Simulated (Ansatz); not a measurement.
# AlF2HS + H2O: a complex and its separated parts

Aim: how far the complex at one end of a reaction step lies below its separated, relaxed parts, level by level.

Method: PBE0-D4/def2-TZVP structures, single points in def2-TZVPP, no counterpoise correction; program: Ansatz 0.2.0, Gaussian basis.

Levels: SPW92, PBE-D4, BLYP-D4, r2SCAN-D4, B97M-V, PBE0-D4, B3LYP-D4, r2SCAN0-D4, BHLYP-D4, CAM-B3LYP-D4, wB97X-V, wB97M-V, B2PLYP, PBE-QIDH, RPA on PBE, Hartree-Fock, MP2, CCSD, CCSD(T).

Cores are frozen in the correlated methods. B3LYP uses VWN-RPA correlation. B2PLYP carries no dispersion term here.

21 further runs of the same task are left out: 21 set aside as unsound or not needed.

### Step 1. The system as given

The complex: 8 atoms, charge 0, spin multiplicity 1.

Atoms are counted from 1 here; the program's logs count them from 0.

Bond lengths: Al1–O2 1.955 Å, Al1–F3 1.659 Å, Al1–F4 1.649 Å, Al1–S6 2.201 Å, O2–H5 0.967 Å, O2–H7 0.966 Å, S6–H8 1.344 Å. Angles: O2–Al1–F3 94.7°, O2–Al1–F4 103.4°, O2–Al1–S6 99.9°, F3–Al1–F4 118.0°, F3–Al1–S6 117.1°, F4–Al1–S6 117.2°, Al1–O2–H5 109.2°, Al1–O2–H7 112.1°, H5–O2–H7 108.6°, Al1–S6–H8 92.3°.

As a file:

```mol
AlF2H3OS
  3D, bonds by distance, orders not assigned

  8  7  0  0  0  0  0  0  0  0999 V2000
   -0.6313    0.3932   -0.1004 Al  0  0
    1.2863    0.2294   -0.4469 O   0  0
   -1.0440    0.5555   -1.6989 F   0  0
   -0.7319    1.7278    0.8633 F   0  0
    1.5902   -0.6401   -0.1523 H   0  0
   -1.0142   -1.5590    0.8418 S   0  0
    1.4963    0.3275   -1.3845 H   0  0
   -0.9512   -1.0344    2.0780 H   0  0
  1  2  8  0
  1  3  8  0
  1  4  8  0
  1  6  8  0
  2  5  8  0
  2  7  8  0
  6  8  8  0
M  END
```

Its parts: AlF2HS holds atoms 1, 3, 4, 6, 8; H2O holds atoms 2, 5, 7. Each part counts its atoms afresh in its own runs.

### Step 2. Relaxing AlF2HS alone

Contents of relax-a/in.yaml:

```yaml
crystal:
  periodic: [false, false, false]
  atoms:
    - {symbol: Al, position_ang: [-0.631256, 0.393246, -0.100373]}
    - {symbol: F, position_ang: [-1.043977, 0.555488, -1.698946]}
    - {symbol: F, position_ang: [-0.731904, 1.727847, 0.863298]}
    - {symbol: S, position_ang: [-1.014191, -1.559000, 0.841831]}
    - {symbol: H, position_ang: [-0.951192, -1.034438, 2.077969]}
basis:
  gaussian: {orbitals: def2-TZVP}
hamiltonian: {xc: pbe0, dispersion: d4}
relax: {f_tol: 0.005, max_steps: 200}
```

No record of the launch command was kept for these runs.

After this run come: Relaxing H2O alone; wB97M-V/def2-TZVPP; CCSD(T)/def2-TZVPP; Vibrations of AlF2HS; Vibrations of H2O.

Q: Predict the outcome of this session. Wanted: complex less parts, CCSD(T)/def2-TZVPP; with zero-point energy; largest T1 diagnostic.

**Answer**, as computed:

```
                              quantity           value
complex less parts, CCSD(T)/def2-TZVPP  -26.9 kcal/mol
                with zero-point energy  -24.4 kcal/mol
                 largest T1 diagnostic           0.012
```

At CCSD(T) the complex lies 26.9 kcal/mol below its parts. The functionals run from B3LYP-D4, off by +0.5 kcal/mol, to SPW92, off by -6.0 kcal/mol, against CCSD(T). Mean unsigned error by rung: LDA 6.0, GGA 1.6, meta-GGA 1.2, hybrid 1.4, range-separated hybrid 1.2, double hybrid 1.2 kcal/mol. PBE-D4 gives a relative energy 0.8 kcal/mol too high, inside chemical accuracy (1 kcal/mol). No counterpoise was applied, and triple zeta lacks some correlation, so the CCSD(T) reference has a basis error of its own, and close matches with it are partly luck.
